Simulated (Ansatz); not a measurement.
Write the native input for Ansatz 0.2.0 that does the following.

```
Task                : single point
Functional          : PBE
Potentials or basis : Ansatz PAW
Cutoff              : 420 eV (not typed: the program's choice for these potentials)
k mesh              : 9 × 9 × 9
Occupations         : fermi-dirac, width 0.05 eV
Spin                : no spin polarisation
```

Al3Au:

```
Au Al
1.0
    -2.02533    2.02533    4.05660
     2.02533   -2.02533    4.05660
     2.02533    2.02533   -4.05660
Au Al
1 3
Direct
  0.00000 0.00000 0.00000
  0.50000 0.50000 0.00000
  0.25000 0.75000 0.50000
  0.75000 0.25000 0.50000
```

The cell comes from a database or a generator and needn't be the stable form of this composition.

These files were run (other wordings do the same):

input.yaml

```yaml
crystal:
  lattice:
    - [-2.025333, 2.025333, 4.0566]
    - [2.025333, -2.025333, 4.0566]
    - [2.025333, 2.025333, -4.0566]
  atoms:
    - { symbol: Au, position: [0.0, 0.0, 0.0] }
    - { symbol: Al, position: [0.5, 0.5, 0.0] }
    - { symbol: Al, position: [0.25, 0.75, 0.5] }
    - { symbol: Al, position: [0.75, 0.25, 0.5] }
hamiltonian:
  xc: pbe
  pseudopotentials: { kind: paw }
kpoints:
  mp_grid: { grid: [9, 9, 9] }
scf:
  occupations: { method: fermi_dirac, width: 0.05 }
output:
  forces: true
  stress: true
  eigenvalues: true
  write_density: true
  write_potential: true
  elf: true
  volumetric_format: npy
```

Potentials or basis: Ansatz PAW.

Command:

```sh
$ ansatz run input.yaml --threads 2 --pin off --max-ram 5120MiB --backend cpu --events-out ev --progress --plain --runs-dir out
```

It gave:

```json
{
  "Pressure": "0.4 GPa",
  "Band gap on the k mesh": "none (metal or under the smearing width)"
}
```

Wall time 2.5 s on 2 threads of AMD EPYC 7R43 64-Core Processor (Zen 3), with other jobs on the host, peak memory 0.44 GiB.
